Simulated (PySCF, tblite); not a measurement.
# C5H8NOSi radical: geometry, infrared bands and EPR parameters

Aim: predict the infrared bands and EPR parameters of C5H8NOSi radical (`N#C[C@@H]1[CH]CC[Si@H]1O`).

The runs use tblite 0.8.0 and PySCF 2.14.0, with density-fitted response routines of our own; the level of theory stands in each step. All values are computed, except where a source is named. Atoms are numbered from 0 throughout.

## (1) The starting structure

16 atoms, charge 0, multiplicity 2; geometry from: force field or distance geometry start.

Bonds of the start (Å): N0–C1 1.14, C1–C2 1.46, C2–C3 1.52, C3–C4 1.52, C4–C5 1.52, C5–Si6 1.88, Si6–O7 1.70, Si6–C2 1.87, C2–H8 1.09, C3–H9 1.09, C4–H10 1.10, C4–H11 1.12, C5–H12 1.11, C5–H13 1.10, Si6–H14 1.46, O7–H15 0.99.

## (2) Geometry optimisation with GFN2-xTB

Job settings and geometry (Å):

```
{"job": {"kind": "relax", "xc": "GFN2-xTB", "basis": "xTB"}, "charge": 0, "multiplicity": 2}
N     -1.477200     1.898400     2.076700
C     -0.919800     1.661100     1.113400
C     -0.180200     1.323000    -0.098800
C     -0.972900     0.447300    -1.055900
C     -1.113800    -0.916300    -0.407700
C      0.287600    -1.460500    -0.186300
Si     1.160400     0.112000     0.369200
O      2.608200     0.406800    -0.466800
H      0.205200     2.216700    -0.589700
H     -1.904900     0.882200    -1.407600
H     -1.669700    -0.920200     0.539400
H     -1.662000    -1.606300    -1.094000
H      0.264600    -2.212900     0.629500
H      0.660200    -1.830700    -1.151600
H      1.341800     0.115100     1.819800
H      3.364700    -0.107000    -0.100700
```

Run with:

```sh
> OMP_NUM_THREADS=1 python probes_run.py task.json out
```

The driver reads the jobs from task.json and runs them one after another.

**Question.** This job is followed by: GFN2-xTB harmonic vibrations, gas phase; UKS B3LYP, pcH-1 on C H N O Si, non-relativistic, mean-field spin-orbit, GIAO. Predict these results of the whole session: strongest single infrared mode (GFN2-xTB); zero-point energy (GFN2-xTB); g(iso) (B3LYP); ⟨S²⟩; largest a(iso); surface potential, 1st and 99th percentile.

The runs gave:

| quantity | value |
| --- | --- |
| strongest single infrared mode (GFN2-xTB) | 2372 cm⁻¹, 390 km/mol |
| zero-point energy (GFN2-xTB) | 73.0 kcal/mol |
| g(iso) (B3LYP) | 2.00258 |
| ⟨S²⟩ | 0.754 (exact 0.75) |
| largest a(iso) | 1H on H10, 152.6 MHz |
| surface potential, 1st and 99th percentile | -1.99 V and 2.60 V |

**Reading.** The optimisation took 64 steps and gained 0.613 eV; among the close pairs (by a distance rule), Si6–O7 changed most, from 1.698 to 1.627 Å. All 42 modes are real, so the xTB geometry is a minimum. The strongest single mode, at 2372 cm⁻¹, moves mainly C1 and N0. GFN2-xTB is a fitted tight-binding method: band positions and strengths are rough. Its intensities can rank the bands wrongly. Most of the unpaired spin sits on C3 (1.01 e). The isotropic g lies 0.3 ppt above the free-electron value.
